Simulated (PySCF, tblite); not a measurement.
**C₆H₈P₂: geometry, infrared bands and NMR shifts**

What infrared bands and NMR shifts should C₆H₈P₂ (`C#CC/P=P/C(=C)C`) show?

Programs: tblite 0.8.0 and PySCF 2.14.0, with density-fitted response routines of our own. Each step states its level of theory. These are calculated values for one molecule in the gas phase, unless marked as measured. Atoms count from 0, in the outputs and in this text.

## Step 1: The molecule as given

16 atoms, charge 0, multiplicity 1; geometry from: force field or distance geometry start.

Bonds of the start (Å): C0–C1 1.21, C1–C2 1.46, C2–P3 1.89, P3–P4 2.19, P4–C5 1.86, C5–C6 1.33, C5–C7 1.50, C0–H8 1.06, C2–H9 1.10, C2–H10 1.09, C6–H11 1.09, C6–H12 1.09, C7–H13 1.10, C7–H14 1.09, C7–H15 1.09.

## Step 2: Geometry optimisation with GFN2-xTB

The job: settings as JSON, then the geometry in Å.

```
{"job": {"kind": "relax", "xc": "GFN2-xTB", "basis": "xTB"}, "charge": 0, "multiplicity": 1}
C      4.913300    -0.652100     0.108300
C      3.731900    -0.881600     0.255000
C      2.322400    -1.197100     0.467600
P      1.302000     0.222500    -0.257400
P     -0.678100    -0.580600     0.228500
C     -2.225100     0.345900    -0.226600
C     -3.395500    -0.205500     0.095300
C     -2.086000     1.670700    -0.916400
H      5.943700    -0.436100    -0.030900
H      2.061300    -2.137100    -0.031300
H      2.104300    -1.313200     1.531800
H     -3.476600    -1.169900     0.606200
H     -4.336800     0.290300    -0.127300
H     -3.068700     2.108300    -1.129900
H     -1.581100     1.562000    -1.879000
H     -1.538500     2.382300    -0.293100
```

On the command line:

```sh
$ OMP_NUM_THREADS=1 python probes_run.py task.json out
```

One launch serves the whole session: the jobs run in the order shown.

**Question.** This job is followed by: GFN2-xTB harmonic vibrations, gas phase; GIAO PBE0/pcSseg-1 NMR shielding, non-relativistic, gas phase. Predict these results of the whole session: strongest single infrared mode (GFN2-xTB); zero-point energy (GFN2-xTB); 13C shifts against TMS (PBE0/pcSseg-1); 1H shifts against TMS (PBE0/pcSseg-1, means over atoms taken as alike); 31P shifts against H3PO4 (PBE0/pcSseg-1).

As calculated:

| quantity | value |
| --- | --- |
| strongest single infrared mode (GFN2-xTB) | 624 cm⁻¹, 45 km/mol |
| zero-point energy (GFN2-xTB) | 73.2 kcal/mol |
| 13C shifts against TMS (PBE0/pcSseg-1) | 165.4, 142.2, 86.9, 75.5, 29.6, 22.4 ppm |
| 1H shifts against TMS (PBE0/pcSseg-1, means over atoms taken as alike) | 6.76, 6.03, 3.77, 2.78, 1.55 ppm |
| 31P shifts against H3PO4 (PBE0/pcSseg-1) | 635.8, 618.7 ppm |

Over 65 steps the energy fell by 0.625 eV; of the close pairs, P3–P4 changed most, 2.191 to 2.035 Å. The lowest mode is imaginary (30i cm⁻¹), so the xTB geometry is not a minimum. The strongest single mode, at 624 cm⁻¹, moves mainly H8. GFN2-xTB is a fitted tight-binding method: band positions and strengths are rough. Its intensities can rank the bands wrongly.
